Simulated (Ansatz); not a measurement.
# Sr2CdAgC6N6: the cost of one run

Method: DFT PBE, scalar-relativistic, plane waves, PAW, in Ansatz 0.2.0.

## 1. The structure to begin with

The structure is cubic, space group Fm-3m (No. 225). Conventional cell: a = 10.582 Å, b = 10.582 Å, c = 10.582 Å, α = 90.00°, β = 90.00°, γ = 90.00°. Sr (site symmetry -43m) is surrounded by 12 N at 3.78 Å and 12 C at 3.80 Å. Cd (site symmetry m-3m) is surrounded by 6 C at 2.00 Å. Around Ag (site symmetry m-3m) lie 6 N at 2.12 Å. C (site symmetry 4mm) has 1 N at 1.17 Å and 1 Cd at 2.00 Å in its first shell of neighbours. N (site symmetry 4mm) has 1 C at 1.17 Å in its first shell of neighbours.

As a file:

```xyz
16
Lattice="0.0000 5.2910 5.2910 5.2910 0.0000 5.2910 5.2910 5.2910 0.0000" Properties=species:S:1:pos:R:3 pbc="T T T"
Sr    2.6455    2.6455    2.6455
Sr    7.9365    7.9365    7.9365
Cd    0.0000    0.0000    0.0000
Ag    5.2910    5.2910    5.2910
C     2.0010    5.2910    5.2910
C     5.2910    2.0010    5.2910
C     5.2910    5.2910    2.0010
C     8.5810    5.2910    5.2910
C     5.2910    8.5810    5.2910
C     5.2910    5.2910    8.5810
N     3.1710    5.2910    5.2910
N     5.2910    3.1710    5.2910
N     5.2910    5.2910    3.1710
N     7.4110    5.2910    5.2910
N     5.2910    7.4110    5.2910
N     5.2910    5.2910    7.4110
```

The cell is invented: cyanide-bridged rock-salt net of two metals, 2 guest cations a cell (Fm-3m, No. 225). Its size is a rough estimate.

## 2. A first look at the guess

Input file input.yaml:

```yaml
crystal:
  lattice:
    - [0.0, 5.291, 5.291]
    - [5.291, 0.0, 5.291]
    - [5.291, 5.291, 0.0]
  atoms:
    - { symbol: Sr, position: [0.25, 0.25, 0.25] }
    - { symbol: Sr, position: [0.75, 0.75, 0.75] }
    - { symbol: Cd, position: [0.0, 0.0, 0.0] }
    - { symbol: Ag, position: [0.5, 0.5, 0.5] }
    - { symbol: C, position: [0.81090531, 0.18909469, 0.18909469] }
    - { symbol: C, position: [0.18909469, 0.81090531, 0.18909469] }
    - { symbol: C, position: [0.18909469, 0.18909469, 0.81090531] }
    - { symbol: C, position: [0.18909469, 0.81090531, 0.81090531] }
    - { symbol: C, position: [0.81090531, 0.18909469, 0.81090531] }
    - { symbol: C, position: [0.81090531, 0.81090531, 0.18909469] }
    - { symbol: "N", position: [0.7003402, 0.2996598, 0.2996598] }
    - { symbol: "N", position: [0.2996598, 0.7003402, 0.2996598] }
    - { symbol: "N", position: [0.2996598, 0.2996598, 0.7003402] }
    - { symbol: "N", position: [0.2996598, 0.7003402, 0.7003402] }
    - { symbol: "N", position: [0.7003402, 0.2996598, 0.7003402] }
    - { symbol: "N", position: [0.7003402, 0.7003402, 0.2996598] }
basis:
  ecutwfc: 420
kpoints:
  mp_grid: { grid: [4, 4, 4] }
hamiltonian:
  xc: pbe
scf:
  occupations: { method: gaussian, width: 0.1 }
  lower_state_search: "off"
output:
  forces: true
  stress: true
  eigenvalues: true
```

Command:

```sh
$ ansatz run input.yaml --threads 1 --pin off --max-ram 2560MiB --backend cpu --events-out ev --progress --plain --runs-dir out
```

Q: Estimate wall time and peak memory on 1 thread of Arm Neoverse N1, shared host.

About 26 s, with a peak of 0.63 GiB.
